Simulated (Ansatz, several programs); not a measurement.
HfO2 (P4_2/nmc) from a database of computed structures, relaxed with r2SCAN in Ansatz (plane waves, PAW): space group P4_2/nmc (No. 137), tetragonal; a = 3.577 Å, c = 5.202 Å in the conventional setting, 11.09 Å³ an atom. Hf has 8 O at 2.06–2.39 Å; O has 4 Hf at 2.06–2.39 Å. The cell was then scaled with its shape and fractional coordinates held, which makes it stiffer than a relaxed compression. Calculated for a static, non-magnetic cell.

```
V (Å³/atom)  E (meV/atom)
     10.426         36.23
     10.759          8.60
     11.092          0.00
     11.757         29.35
```

Problem. Pass a cubic E = c₀ + c₁u + c₂u² + c₃u³, with u = V − 11.008 Å³, through these points.

Solution. c₀ = 0.52, c₁ = -12.554, c₂ = 76.992, c₃ = -11.7995 (meV and Å³).

Problem. Where is the minimum, and what bulk modulus follows?

Solution. dE/du = 0 at u = +0.083, so V₀ = 11.09 Å³. B = V₀ d²E/dV² = 11.09 × (2c₂ + 6c₃u) = 11.09 × 148.100 = 1643 meV/Å³, and 1 meV/Å³ is 0.16022 GPa: 263 GPa. A third-order Birch-Murnaghan fit to all five points gives 11.09 Å³ and 261 GPa.

Problem. Predict the energy and the pressure at the withheld volume, 11.425 Å³.

Solution. With u = +0.417: E ≈ 7.82 meV and P = −dE/dV ≈ -7.29 GPa. The run gives 7.69 meV and, from its stress, -7.24 GPa.
